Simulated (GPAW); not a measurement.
Runs of GPAW 26.7.0 on Ge3Pd. The structure is cubic, space group Pm-3m (No. 221). The conventional cell has a = 4.142 Å, b = 4.142 Å, c = 4.142 Å, α = 90.00°, β = 90.00°, γ = 90.00°. Around Pd (site symmetry m-3m) lie 12 Ge at 2.93 Å. Ge (site symmetry 4/mmm) has 4 Pd at 2.93 Å and 8 Ge at 2.93 Å as nearest neighbours. The cell comes from a database or a generator and needn't be the stable form of this composition.

| task | level | potentials or basis | cell | optimizer | fmax | max steps | convergence | band path | gap on the mesh (eV) | pressure (GPa) | relaxed volume (Å³/atom) |
| --- | --- | --- | --- | --- | --- | --- | --- | --- | --- | --- | --- |
| relaxation of cell and atoms | PBEsol+D3 | PAW data sets generated in the run's folder for this functional, pw | relaxed | BFGS | 0.02 eV/Å | 60 | density=1e-05 forces=0.0001 | - | none | -0.1 | 16.47 |
| band structure | LDA | the program's PAW data sets (release 1.2.1) made for this functional, pw | as given | - | - | - | - | GXMGRX,MR | - | (a) | - |
| relaxation of cell and atoms | PBEsol+D3(BJ) | PAW data sets generated in the run's folder for this functional, pw | relaxed | BFGS | 0.02 eV/Å | 60 | density=1e-05 forces=0.0001 | - | none | -0.2 | 16.27 |
| band structure | PBEsol | PAW data sets generated in the run's folder for this functional, pw | as given | - | - | - | - | GXMGRX,MR | - | -4.8 | - |
| relaxation of cell and atoms | PBEsol | PAW data sets generated in the run's folder for this functional, pw | relaxed | BFGS | 0.02 eV/Å | 60 | density=1e-05 forces=0.0001 | - | none | 0.0 | (b) |

Alike in all rows: no spin polarisation; k mesh 7 × 7 × 7; cutoff (eV) 600; smearing fermi-dirac 0.05 eV.

Task: Fill in the values left out.

Result: (a) -7.1; (b) 16.86.

Caveats: later steps reuse the first step's grids (some runs); pairwise dispersion overbinds metals, which lowers pressure and volume (some runs).

A k mesh can miss the band edges, and the runs leave out spin-orbit coupling on Ge, Pd.

A gap of «none» marks a metal or a gap under the smearing width.

Not every run made on this cell is shown here.
